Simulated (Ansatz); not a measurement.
The system is RuS.

```xyz
2
Lattice="3.3690 0.0000 0.0000 -1.6845 2.9176 0.0000 0.0000 0.0000 3.2879" Properties=species:S:1:pos:R:3 pbc="T T T"
Ru    0.0000    0.0000    0.0000
S     1.6845    0.9725    1.6440
```

The cell comes from a database or a generator and needn't be the stable form of this composition.

```yaml
Program: Ansatz 0.2.0
Task: relaxation of cell and atoms
Functional: LDA
Potentials_or_basis: Ansatz PAW
Cutoff: "420 eV (not typed: the program's choice for these potentials)"
k_mesh: 7 × 7 × 6
Occupations: fermi-dirac, width 0.05 eV
Spin: spin-orbit coupling, no magnetisation
```

At the start: volume 16.16 Å³/atom.

Problem. Where does the relaxation end?

Solution. It ends after 9 steps and the volume is 13.27 Å³/atom (-17.9 %); space group P-6m2 (No. 187, to 0.05 Å).

Step by step:
```
step  energy change (eV)  largest force (eV/Å)  volume (Å³)
   1              0.0000                0.0000        32.32
   2             -0.4149                0.0000        27.88
   3             -0.4265                0.0000        27.15
   4             -0.4443                0.0000        25.44
   5             -0.4814                0.0000        26.04
   6             -0.5139                0.0000        26.67
   7             -0.5145                0.0000        26.57
   8             -0.5146                0.0000        26.54
   9             -0.5139                0.0000        26.54
```

Final structure:
```
CELL_PARAMETERS angstrom
2.99167 0.00000 0.00000
-1.49584 2.59086 0.00000
0.00000 0.00000 3.42428
ATOMIC_POSITIONS crystal
Ru 0.00000 0.00000 0.00000
S 0.66667 0.33333 0.50000
```

Caveat: the volume moved by over 15 % at a fixed basis, so the end points are rough; the plane-wave basis is chosen anew once the cell has moved, so the energies of steps on either side of that aren't comparable; the PAW data sets come from PBE, with cores solved anew for the run's functional, which leaves a small shift of forces and pressure.
